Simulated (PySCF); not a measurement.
# C2H9BN2: geometry, spin-spin couplings

What spin-spin couplings should C2H9BN2 (`CN(C)BN`) show?

Computed with PySCF 2.14.0, with density-fitted response routines of our own, on a single molecule in the gas phase. Atoms are numbered from 0 throughout.

## (1) Starting geometry

14 atoms, charge 0, multiplicity 1; geometry from: GFN2-xTB. The atoms were then displaced at random by about 0.01 Å, so the start is not that level's minimum.

Bonds of the start (Å): C0–N1 1.43, N1–C2 1.44, N1–B3 1.44, B3–N4 1.37, C0–H5 1.06, C0–H6 1.12, C0–H7 1.08, C2–H8 1.07, C2–H9 1.11, C2–H10 1.10, B3–H11 1.17, N4–H12 0.98, N4–H13 1.02.

## (2) Geometry optimisation at PBE0-D3(BJ)/def2-SVP

The job: settings as JSON, then the geometry in Å.

```
{"job": {"xc": "PBE0", "basis": "def2-SVP", "d3": "d3bj", "grid": 1, "shake": 0.01, "kind": "geom"}, "charge": 0, "multiplicity": 1}
C     -1.337400    -1.069000     0.008260
N     -0.257950    -0.161720     0.268270
C     -0.702130     1.023320     0.965020
B      1.097080    -0.445030    -0.130800
N      2.146350     0.400940     0.109030
H     -1.012270    -1.918470    -0.531070
H     -2.109950    -0.545180    -0.606650
H     -1.818530    -1.359020     0.934040
H     -1.423520     1.587240     0.402950
H     -1.150030     0.757120     1.941170
H      0.151380     1.679050     1.182040
H      1.278880    -1.452150    -0.688440
H      3.053760     0.193530    -0.181530
H      2.077170     1.294280     0.599950
```

On the command line:

```sh
$ OMP_NUM_THREADS=1 python probes_run.py task.json out
```

One launch serves the whole session: the jobs run in the order shown.

The program printed:

```text
step   0  E = -215.63441592  max force = 0.045960
step   1  E = -215.64013703  max force = 0.011428
step   2  E = -215.64068586  max force = 0.005069
step   3  E = -215.64106355  max force = 0.004472
step   4  E = -215.64102925  max force = 0.004545
step   5  E = -215.64128871  max force = 0.001906
step   6  E = -215.64133280  max force = 0.001784
step   7  E = -215.64138922  max force = 0.000861
step   8  E = -215.64142068  max force = 0.000417
step   9  E = -215.64142954  max force = 0.000323
optimisation converged
```

It took 63 s on 1 thread of Arm Neoverse N1, shared host; peak memory 0.47 GiB.

Relaxation path:

```
step  energy from step 0 (eV)  largest force component (eV/Å)
   0                   0.0000                          2.3634
   1                  -0.1557                          0.5877
   2                  -0.1706                          0.2607
   3                  -0.1809                          0.2300
   4                  -0.1800                          0.2337
   5                  -0.1870                          0.0980
   6                  -0.1882                          0.0917
   7                  -0.1898                          0.0443
   8                  -0.1906                          0.0214
   9                  -0.1909                          0.0166
```

Close pairs (by a distance rule), those that changed most:

```
  bond  before (Å)  after (Å)  change (Å)
B3–H11       1.165      1.213      +0.047
 B3–N4       1.369      1.412      +0.043
 C0–H5       1.057      1.098      +0.040
N4–H12       0.975      1.008      +0.033
 C2–H8       1.074      1.107      +0.033
 C0–H7       1.083      1.107      +0.025
 N1–B3       1.441      1.418      -0.022
N4–H13       1.022      1.010      -0.012
```

The end geometry stands in the next job.

```
                         at the end point                value
  point group (found at 0.08 Å tolerance)                   Cs
rotational constants (GHz, main isotopes)  8.799, 3.583, 2.631
                        dipole moment (D)                 1.37
```

## (3) Spin-spin couplings: B3LYP/cc-pVTZ

The job: settings as JSON, then the geometry in Å.

```
{"job": {"kind": "j", "xc": "B3LYP", "basis": "cc-pVTZ"}, "charge": 0, "multiplicity": 1}
C     -1.369869    -1.054164     0.043768
N     -0.279832    -0.147044     0.280519
C     -0.676342     1.084592     0.903234
B      1.053385    -0.470183    -0.079734
N      2.166867     0.370644     0.135047
H     -1.000735    -1.968220    -0.439330
H     -2.141899    -0.607171    -0.612546
H     -1.875673    -1.344361     0.985309
H     -1.402125     1.643837     0.281567
H     -1.157823     0.911874     1.885035
H      0.185482     1.744192     1.072499
H      1.249811    -1.544473    -0.607473
H      3.091259     0.089408    -0.153812
H      2.137218     1.286823     0.559323
```

Method: B3LYP/cc-pVTZ indirect spin-spin coupling, non-relativistic, gas phase.

The program printed:

```text
coarse grid: 10968 points
cycle   1  E = -216.0804302529  dE =  3.343e-01  |g| = 5.202e-01  |ddm| = 7.696e+00
cycle   2  E = -216.0357813645  dE =  4.465e-02  |g| = 6.973e-01  |ddm| = 2.017e+00
cycle   3  E = -216.1455274978  dE = -1.097e-01  |g| = 6.684e-02  |ddm| = 1.115e+00
cycle   4  E = -216.1463426685  dE = -8.152e-04  |g| = 2.797e-02  |ddm| = 1.332e-01
cycle   5  E = -216.1465099307  dE = -1.673e-04  |g| = 5.187e-03  |ddm| = 4.692e-02
cycle   6  E = -216.1465138458  dE = -3.915e-06  |g| = 2.587e-03  |ddm| = 9.333e-03
final grid: 103960 points
cycle   7  E = -216.1462364020  dE = -7.189e-05  |g| = 8.869e-03  |ddm| = 9.624e-02
cycle   8  E = -216.1462192925  dE =  1.711e-05  |g| = 1.280e-02  |ddm| = 2.955e-02
cycle   9  E = -216.1462522590  dE = -3.297e-05  |g| = 1.052e-03  |ddm| = 1.693e-02
cycle  10  E = -216.1462524789  dE = -2.199e-07  |g| = 3.721e-04  |ddm| = 2.049e-03
cycle  11  E = -216.1462525093  dE = -3.032e-08  |g| = 1.169e-04  |ddm| = 5.916e-04
cycle  12  E = -216.1462525119  dE = -2.603e-09  |g| = 2.773e-05  |ddm| = 1.631e-04
cycle  13  E = -216.1462525120  dE = -1.418e-10  |g| = 3.264e-06  |ddm| = 3.865e-05
converged SCF energy = -216.1462525120

Indirect spin-spin couplings (Hz)
  i      j    bonds     total        FC       PSO       DSO        SD
  0 C    1 N    1     -8.506    -8.161     0.284    -0.092    -0.537
  0 C    2 C    2      1.205     1.476    -0.238    -0.034         -
  0 C    3 B    2      7.019     7.183    -0.105    -0.052    -0.007
  0 C    4 N    3     -1.501    -1.510    -0.010     0.032    -0.013
  0 C    5 H    1    125.488   123.952     0.854     0.683         -
  0 C    6 H    1    123.434   121.796     0.944     0.694         -
  0 C    7 H    1    123.569   121.932     0.943     0.694         -
  0 C    8 H    3      1.705     1.731     0.038    -0.065         -
  0 C    9 H    3      1.775     1.799     0.035    -0.059         -
  0 C   10 H    3      9.862     9.987     0.430    -0.556         -
  0 C   11 H    3      5.955     5.987    -0.059     0.027         -
  0 C   12 H    4      0.221     0.278     0.309    -0.365         -
  1 N    2 C    1     -7.571    -7.310     0.357    -0.093    -0.524
  1 N    3 B    1    -37.804   -39.798     2.347    -0.128    -0.226
  1 N    4 N    2      0.487     0.519    -0.252    -0.000     0.220
  1 N    5 H    2     -0.374    -0.254    -0.160     0.052    -0.013
  1 N    6 H    2      0.366     0.507    -0.209     0.065     0.003
  1 N    7 H    2      0.361     0.501    -0.208     0.065     0.004
  1 N    8 H    2      0.321     0.483    -0.223     0.062    -0.000
  1 N    9 H    2      0.334     0.497    -0.224     0.062    -0.001
  1 N   10 H    2     -0.756    -0.584    -0.205     0.048    -0.015
  1 N   11 H    2     -3.806    -4.168     0.329     0.015     0.018
  1 N   12 H    3     -3.561    -3.711    -0.053     0.206    -0.003
  1 N   13 H    3     -1.198    -1.367     0.110     0.017     0.042
  2 C    3 B    2      2.521     2.638    -0.025    -0.067    -0.025
  2 C    4 N    3     -1.428    -1.511     0.064     0.000     0.018
  2 C    5 H    3     10.253    10.388     0.430    -0.565         -
  2 C    6 H    3      1.817     1.844     0.030    -0.057         -
  2 C    7 H    3      1.726     1.755     0.034    -0.062         -
  2 C    8 H    1    125.171   123.526     0.935     0.711         -
  2 C    9 H    1    125.179   123.533     0.934     0.711         -
  2 C   10 H    1    121.192   119.451     0.997     0.745         -
  2 C   11 H    3      4.164     4.282     0.321    -0.439         -
  2 C   12 H    4      0.427     0.503     0.353    -0.430         -
  3 B    4 N    1    -34.948   -36.887     2.176    -0.088    -0.149
  3 B    5 H    3      4.329     4.501    -0.341     0.189    -0.020
  3 B    6 H    3      2.140     2.275     0.353    -0.472    -0.016
  3 B    7 H    3      2.023     2.158     0.348    -0.467    -0.016
  3 B    8 H    3      1.413     1.512     0.403    -0.496    -0.006
  3 B    9 H    3      1.471     1.571     0.408    -0.501    -0.006
  3 B   10 H    3      2.632     2.864    -0.249     0.049    -0.032
  3 B   11 H    1    135.861   135.406    -0.933     1.071     0.318
  3 B   12 H    2      3.292     4.291    -0.109    -0.821    -0.069
  3 B   13 H    2      0.337     1.330     0.013    -0.896    -0.111
  4 N    5 H    4     -0.221    -0.264    -0.047     0.089     0.000
  4 N    6 H    4     -0.279    -0.315    -0.087     0.119     0.004
  4 N    7 H    4     -0.231    -0.266    -0.086     0.118     0.004
  4 N   10 H    4     -0.542    -0.530     0.053    -0.118     0.054
  4 N   11 H    2     -5.738    -6.042     0.221     0.081     0.002
  4 N   12 H    1    -75.660   -71.936    -3.127    -0.231    -0.366
  4 N   13 H    1    -71.685   -67.856    -3.204    -0.257    -0.368
  5 H    6 H    2    -11.560   -11.404     2.261    -2.418         -
  5 H    7 H    2    -11.540   -11.384     2.261    -2.418         -
  5 H    8 H    4     -0.349    -0.075     1.484    -1.759         -
  5 H    9 H    4     -0.340    -0.064     1.494    -1.770         -
  5 H   10 H    4      2.359     2.638     1.720    -1.999         -
  5 H   13 H    5     -0.263    -0.043     1.141    -1.362         -
  6 H    7 H    2     -8.380    -8.275     2.186    -2.291         -
  6 H    8 H    4      0.254     0.092    -0.979     1.141         -
  6 H    9 H    4      0.491     0.582     0.651    -0.742         -
  6 H   10 H    4     -0.380    -0.111     1.457    -1.726         -
  6 H   11 H    4     -0.358    -0.195     0.874    -1.037         -
  6 H   12 H    5     -0.234    -0.039     1.129    -1.324         -
  6 H   13 H    5     -0.298    -0.139     0.955    -1.114         -
  7 H    8 H    4      0.459     0.558     0.691    -0.790         -
  7 H    9 H    4      0.252     0.090    -0.978     1.141         -
  7 H   10 H    4     -0.389    -0.122     1.449    -1.716         -
  7 H   11 H    4     -0.388    -0.227     0.867    -1.028         -
  7 H   12 H    5     -0.272    -0.077     1.129    -1.324         -
  7 H   13 H    5     -0.303    -0.144     0.950    -1.108         -
  8 H    9 H    2     -9.236    -9.129     2.158    -2.265         -
  8 H   10 H    2    -11.656   -11.551     2.127    -2.232         -
  8 H   11 H    4     -0.696    -0.459     1.251    -1.489         -
  8 H   12 H    5     -0.378    -0.137     1.355    -1.596         -
  8 H   13 H    5     -0.204    -0.140     0.361    -0.424         -
  9 H   10 H    2    -11.638   -11.533     2.130    -2.236         -
  9 H   11 H    4     -0.665    -0.426     1.260    -1.499         -
  9 H   12 H    5     -0.364    -0.121     1.365    -1.607         -
  9 H   13 H    5     -0.197    -0.133     0.365    -0.429         -
 10 H   11 H    4     -0.339    -0.010     1.121    -1.450         -
 10 H   12 H    5     -0.245    -0.077     1.316    -1.484         -
 11 H   12 H    3      4.480     4.624     0.276    -0.420         -
 11 H   13 H    3     10.668    11.314     2.406    -3.051         -
 12 H   13 H    2     -3.336    -3.987     6.115    -5.464         -
```

Wall time 67 s (1 thread of Arm Neoverse N1, shared host); peak memory 0.99 GiB.

This basis has no tight s functions, so the Fermi-contact terms are rough.

A choice of the couplings up to four bonds, sorted by the number of bonds, with means over like pairs; isotopes 11B, 13C, 1H, 15N:

```
   pair  bonds  J (Hz)  Fermi contact (Hz)
 B3–H11      1   135.9               135.4
  C0–H5      1   124.0               122.4
 N4–H12      1   -73.7               -69.9
  N1–B3      1   -37.8               -39.8
  B3–N4      1   -34.9               -36.9
  C0–N1      1    -8.0                -7.7
  H5–H6      2   -10.7               -10.5
 N4–H11      2    -5.7                -6.0
  C0–B3      2     4.8                 4.9
 N1–H11      2    -3.8                -4.2
H12–H13      2    -3.3                -4.0
 B3–H12      2     1.8                 2.8
  C0–C2      2     1.2                 1.5
H11–H12      3     7.6                 8.0
 C0–H11      3     5.1                 5.1
  C0–H8      3     4.5                 4.6
 N1–H12      3    -2.4                -2.5
  B3–H5      3     2.3                 2.5
  C0–N4      3    -1.5                -1.5
```

Means hide unlike values in this fixed geometry: C0–B3 from 2.5 to 7.0 Hz; H11–H12 from 4.5 to 10.7 Hz; C0–H8 from 1.7 to 10.3 Hz. They hold only if the pairs exchange fast.

The spin-dipole term was solved for some atoms only; pairs without it lack that part.

Quadrupole couplings from the field gradients of the same density:

```
atom  isotope  eQq/h (MHz)     η
  N1      14N       -4.246  0.60
  N4      14N       -3.727  0.52
  B3      11B        3.028  0.10
```

## (4) J couplings: B3LYP/6-31G*

Same as in step 3 but for these lines:

```diff
@@ -1,2 +1,2 @@
-{"job": {"kind": "j", "xc": "B3LYP", "basis": "cc-pVTZ"}, "charge": 0, "multiplicity": 1}
+{"job": {"kind": "j", "xc": "B3LYP", "basis": "6-31G*"}, "charge": 0, "multiplicity": 1}
 C     -1.369869    -1.054164     0.043768
```

With the program's defaults for keys left out, this is: B3LYP/6-31G* indirect spin-spin coupling, non-relativistic, gas phase.

The program printed:

```text
coarse grid: 10968 points
cycle   1  E = -216.0259584082  dE =  3.593e-01  |g| = 5.038e-01  |ddm| = 3.211e+00
cycle   2  E = -215.9977891709  dE =  2.817e-02  |g| = 6.245e-01  |ddm| = 1.092e+00
cycle   3  E = -216.0893269731  dE = -9.154e-02  |g| = 6.480e-02  |ddm| = 6.153e-01
cycle   4  E = -216.0902333021  dE = -9.063e-04  |g| = 1.879e-02  |ddm| = 6.227e-02
cycle   5  E = -216.0903138625  dE = -8.056e-05  |g| = 5.183e-03  |ddm| = 1.694e-02
cycle   6  E = -216.0903185255  dE = -4.663e-06  |g| = 2.192e-03  |ddm| = 5.022e-03
final grid: 103960 points
cycle   7  E = -216.0508539675  dE = -1.203e-05  |g| = 7.913e-03  |ddm| = 1.663e-02
cycle   8  E = -216.0508413929  dE =  1.257e-05  |g| = 1.105e-02  |ddm| = 1.347e-02
cycle   9  E = -216.0508682782  dE = -2.689e-05  |g| = 8.168e-04  |ddm| = 7.600e-03
cycle  10  E = -216.0508684375  dE = -1.593e-07  |g| = 1.922e-04  |ddm| = 8.471e-04
cycle  11  E = -216.0508684452  dE = -7.633e-09  |g| = 7.136e-05  |ddm| = 2.092e-04
cycle  12  E = -216.0508684462  dE = -1.015e-09  |g| = 1.659e-05  |ddm| = 5.630e-05
cycle  13  E = -216.0508684462  dE = -5.753e-11  |g| = 2.892e-06  |ddm| = 1.484e-05
converged SCF energy = -216.0508684462

Indirect spin-spin couplings (Hz)
  i      j    bonds     total        FC       PSO       DSO        SD
  0 C    1 N    1    -17.597   -17.272     0.205    -0.094    -0.437
  0 C    2 C    2      0.149     0.342    -0.160    -0.033         -
  0 C    3 B    2      4.116     4.270    -0.094    -0.052    -0.008
  0 C    4 N    3     -1.424    -1.439    -0.007     0.033    -0.011
  0 C    5 H    1    148.164   146.879     0.540     0.746         -
  0 C    6 H    1    144.959   143.602     0.604     0.753         -
  0 C    7 H    1    145.107   143.751     0.603     0.753         -
  0 C    8 H    3      1.558     1.598     0.020    -0.060         -
  0 C    9 H    3      1.631     1.668     0.017    -0.055         -
  0 C   10 H    3      8.952     9.189     0.313    -0.550         -
  0 C   11 H    3      5.308     5.322    -0.045     0.032         -
  0 C   12 H    4      0.196     0.329     0.230    -0.362         -
  0 C   13 H    4     -0.165    -0.034     0.217    -0.348         -
  1 N    2 C    1    -15.995   -15.728     0.260    -0.096    -0.431
  1 N    3 B    1    -36.194   -37.842     1.960    -0.127    -0.185
  1 N    4 N    2      0.726     0.753    -0.197    -0.000     0.170
  1 N    5 H    2     -0.214    -0.146    -0.114     0.046    -0.001
  1 N    6 H    2      0.279     0.390    -0.169     0.058     0.001
  1 N    7 H    2      0.276     0.385    -0.168     0.058     0.001
  1 N    8 H    2      0.417     0.542    -0.180     0.055    -0.000
  1 N    9 H    2      0.428     0.555    -0.181     0.055    -0.001
  1 N   10 H    2     -0.538    -0.438    -0.141     0.042    -0.002
  1 N   11 H    2     -3.903    -4.255     0.313     0.013     0.026
  1 N   12 H    3     -2.815    -3.018    -0.012     0.205     0.010
  1 N   13 H    3     -0.697    -0.874     0.113     0.015     0.048
  2 C    3 B    2      1.029     1.140    -0.021    -0.066    -0.024
  2 C    4 N    3     -1.211    -1.280     0.052     0.000     0.017
  2 C    5 H    3      9.217     9.463     0.313    -0.559         -
  2 C    6 H    3      1.653     1.689     0.015    -0.052         -
  2 C    7 H    3      1.567     1.606     0.018    -0.058         -
  2 C    8 H    1    146.644   145.276     0.600     0.769         -
  2 C    9 H    1    146.628   145.259     0.600     0.769         -
  2 C   10 H    1    142.745   141.278     0.659     0.808         -
  2 C   11 H    3      3.524     3.719     0.240    -0.434         -
  2 C   12 H    4      0.276     0.442     0.259    -0.425         -
  3 B    4 N    1    -35.458   -37.097     1.863    -0.089    -0.135
  3 B    5 H    3      4.666     4.787    -0.299     0.194    -0.016
  3 B    6 H    3      2.658     2.915     0.226    -0.466    -0.016
  3 B    7 H    3      2.567     2.822     0.223    -0.461    -0.017
  3 B    8 H    3      2.175     2.409     0.265    -0.492    -0.007
  3 B    9 H    3      2.212     2.448     0.269    -0.497    -0.007
  3 B   10 H    3      2.513     2.729    -0.243     0.054    -0.027
  3 B   11 H    1    154.425   154.080    -1.012     1.141     0.216
  3 B   12 H    2      4.330     5.484    -0.292    -0.798    -0.064
  3 B   13 H    2      0.741     1.912    -0.186    -0.875    -0.111
  4 N    6 H    4     -0.351    -0.413    -0.062     0.119     0.004
  4 N    7 H    4     -0.312    -0.374    -0.061     0.118     0.005
  4 N   10 H    4     -0.413    -0.376     0.030    -0.119     0.051
  4 N   11 H    2     -5.757    -6.091     0.241     0.079     0.015
  4 N   12 H    1    -82.916   -79.768    -2.581    -0.284    -0.283
  4 N   13 H    1    -79.825   -76.580    -2.642    -0.309    -0.294
  5 H    6 H    2    -15.164   -14.067     1.198    -2.295         -
  5 H    7 H    2    -15.147   -14.051     1.199    -2.295         -
  5 H    8 H    4     -0.803    -0.080     1.010    -1.733         -
  5 H    9 H    4     -0.800    -0.072     1.017    -1.744         -
  5 H   10 H    4      1.947     2.688     1.234    -1.975         -
  5 H   11 H    4      0.241    -0.419    -1.142     1.801         -
  5 H   12 H    5     -0.353     0.023     0.511    -0.887         -
  5 H   13 H    5     -0.581    -0.033     0.799    -1.347         -
  6 H    7 H    2    -12.255   -11.301     1.213    -2.166         -
  6 H    8 H    4      0.487     0.158    -0.819     1.148         -
  6 H    9 H    4      0.511     0.889     0.337    -0.715         -
  6 H   10 H    4     -0.825    -0.113     0.988    -1.700         -
  6 H   11 H    4     -0.700    -0.239     0.555    -1.015         -
  6 H   12 H    5     -0.566    -0.046     0.790    -1.310         -
  6 H   13 H    5     -0.599    -0.162     0.665    -1.102         -
  7 H    8 H    4      0.474     0.869     0.368    -0.763         -
  7 H    9 H    4      0.485     0.156    -0.819     1.148         -
  7 H   10 H    4     -0.829    -0.121     0.982    -1.691         -
  7 H   11 H    4     -0.728    -0.271     0.549    -1.006         -
  7 H   12 H    5     -0.608    -0.089     0.790    -1.310         -
  7 H   13 H    5     -0.604    -0.168     0.661    -1.096         -
  8 H    9 H    2    -13.166   -12.221     1.195    -2.141         -
  8 H   10 H    2    -15.134   -14.125     1.102    -2.112         -
  8 H   11 H    4     -1.020    -0.434     0.885    -1.470         -
  8 H   12 H    5     -0.806    -0.173     0.943    -1.575         -
  8 H   13 H    5     -0.377    -0.153     0.187    -0.411         -
  9 H   10 H    2    -15.119   -14.107     1.104    -2.116         -
  9 H   11 H    4     -0.983    -0.395     0.891    -1.479         -
  9 H   12 H    5     -0.793    -0.156     0.950    -1.587         -
  9 H   13 H    5     -0.371    -0.145     0.190    -0.416         -
 10 H   11 H    4     -0.664    -0.006     0.769    -1.427         -
 10 H   12 H    5     -0.602    -0.094     0.954    -1.463         -
 10 H   13 H    5      1.070    -0.364    -2.098     3.531         -
 11 H   12 H    3      3.843     4.275    -0.053    -0.379         -
 11 H   13 H    3     10.545    11.913     1.635    -3.003         -
 12 H   13 H    2     -3.375    -2.241     4.133    -5.268         -
```

It took 14 s on 1 thread of Arm Neoverse N1, shared host; peak memory 0.52 GiB.

The basis is not made for couplings: without tight functions at the nuclei these values are rough.

In short: J(B3,H11) 154.4 Hz, J(C0,H5) 145.7 Hz, J(N4,H12) -81.4 Hz (means over like pairs).

## (5) Run by run: spin-spin couplings

Couplings (Hz), each a mean over the pairs like the one named, with basis size and wall time:

```
          run  B3–H11  C0–H5  N4–H12  N1–B3  B3–N4  H5–H6  C0–N1  functions  time
B3LYP/cc-pVTZ   135.9  124.0   -73.7  -37.8  -34.9  -10.7   -8.0        276  67 s
 B3LYP/6-31G*   154.4  145.7   -81.4  -36.2  -35.5  -14.3  -16.8         88  14 s
```

## (6) Outcome

```
                                     quantity                     value
                                  point group                        Cs
         rotational constants (main isotopes)      8.80, 3.58, 2.63 GHz
largest coupling of the table (B3LYP/cc-pVTZ)  1J(B,H) B3–H11, 135.9 Hz
     range of J(B3,H11), mean over like pairs         135.9 to 154.4 Hz
```

What this shows: The start of the PBE0/def2-SVP relaxation was shaken at random by about 0.01 Å, so part of the energy gained, and of the first lengths quoted, undoes that. Over 9 steps the energy fell by 0.191 eV; of the close pairs, B3–H11 changed most, 1.165 to 1.213 Å. Of the pairs tabulated at B3LYP/cc-pVTZ, B3–H11 couples most strongly (135.9 Hz; Fermi contact 135.4 Hz). Couplings across rotatable bonds belong to this one conformer; where others are populated, the observed values are averages. The coupling B3–H11, as a mean over pairs of its kind, runs from 135.9 Hz (B3LYP/cc-pVTZ) to 154.4 Hz (B3LYP/6-31G*). Couplings from bases without tight functions are rough.
